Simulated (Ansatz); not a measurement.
# BH3O2 + H2O: a complex and its separated parts

The complex below is one end of an elementary step. How strongly is it bound against its free parts?

Method: PBE0-D4/def2-TZVP structures, single points in def2-TZVPP, no counterpoise correction; program: Ansatz 0.2.0, Gaussian basis.

Levels: SPW92, PBE-D4, BLYP-D4, r2SCAN-D4, B97M-V, PBE0-D4, B3LYP-D4, r2SCAN0-D4, BHLYP-D4, CAM-B3LYP-D4, wB97X-V, wB97M-V, B2PLYP, PBE-QIDH, RPA on PBE, Hartree-Fock, MP2, CCSD, CCSD(T).

Correlated methods freeze the cores. B3LYP uses VWN-RPA correlation. B2PLYP carries no dispersion term here.

20 further runs of the same task are left out: 20 set aside as unsound or not needed.

## 1. Where the work starts

The complex: 9 atoms, charge 0, spin multiplicity 1.

Atoms are counted from 1 here; the program's logs count them from 0.

Bond lengths: B1–O3 1.358 Å, B1–O4 1.361 Å, B1–H6 1.196 Å, O2–H5 0.959 Å, O2–H7 0.966 Å, O3–H8 0.959 Å, O4–H9 0.963 Å. Angles: O3–B1–O4 118.7°, O3–B1–H6 123.1°, O4–B1–H6 118.2°, H5–O2–H7 104.9°, B1–O3–H8 113.6°, B1–O4–H9 112.8°.

As a file:

```
B    -0.5559   -0.9418    0.1970
O     1.9339    1.9522   -0.2150
O    -1.5050   -1.7703   -0.3102
O    -0.5160    0.3474   -0.2357
H     1.9330    2.3846    0.6407
H     0.2475   -1.2892    1.0117
H     1.1168    1.4379   -0.2338
H    -1.4656   -2.6605    0.0433
H    -1.1885    0.5398   -0.8978
```

Its parts: BH3O2 holds atoms 1, 3, 4, 6, 8, 9; H2O holds atoms 2, 5, 7. Each part counts its atoms afresh in its own runs.

## 2. Relaxing BH3O2 alone

relax-a/in.yaml reads:

```yaml
crystal:
  periodic: [false, false, false]
  atoms:
    - {symbol: B, position_ang: [-0.555901, -0.941816, 0.196988]}
    - {symbol: O, position_ang: [-1.504979, -1.770316, -0.310237]}
    - {symbol: O, position_ang: [-0.516028, 0.347441, -0.235721]}
    - {symbol: H, position_ang: [0.247462, -1.289214, 1.011697]}
    - {symbol: H, position_ang: [-1.465558, -2.660495, 0.043308]}
    - {symbol: H, position_ang: [-1.188550, 0.539797, -0.897832]}
basis:
  gaussian: {orbitals: def2-TZVP}
hamiltonian: {xc: pbe0, dispersion: d4}
relax: {f_tol: 0.005, max_steps: 200}
```

No record of the launch command was kept for these runs.

The runs that follow: Relaxing H2O alone; wB97M-V/def2-TZVPP; CCSD(T)/def2-TZVPP; Vibrations of BH3O2; Vibrations of H2O.

**Question.** What will these runs give? Wanted: complex less parts, CCSD(T)/def2-TZVPP; with zero-point energy; largest T1 diagnostic.

As calculated:

```
                              quantity      value
complex less parts, CCSD(T)/def2-TZVPP  -0.191 eV
                with zero-point energy  -0.126 eV
                 largest T1 diagnostic      0.013
```

In words: At CCSD(T) the complex lies 0.191 eV below its parts. The functionals run from PBE-QIDH, off by +0.001 eV, to SPW92, off by -0.112 eV, against CCSD(T). By rung, the mean size of the error is: LDA 0.112, GGA 0.018, meta-GGA 0.006, hybrid 0.017, range-separated hybrid 0.016, double hybrid 0.003 eV. PBE-D4 gives a relative energy 0.023 eV too low, inside chemical accuracy (1 kcal/mol, 0.043 eV). No counterpoise was applied, and triple zeta lacks some correlation, so the CCSD(T) reference has a basis error of its own, and close matches with it are partly luck.
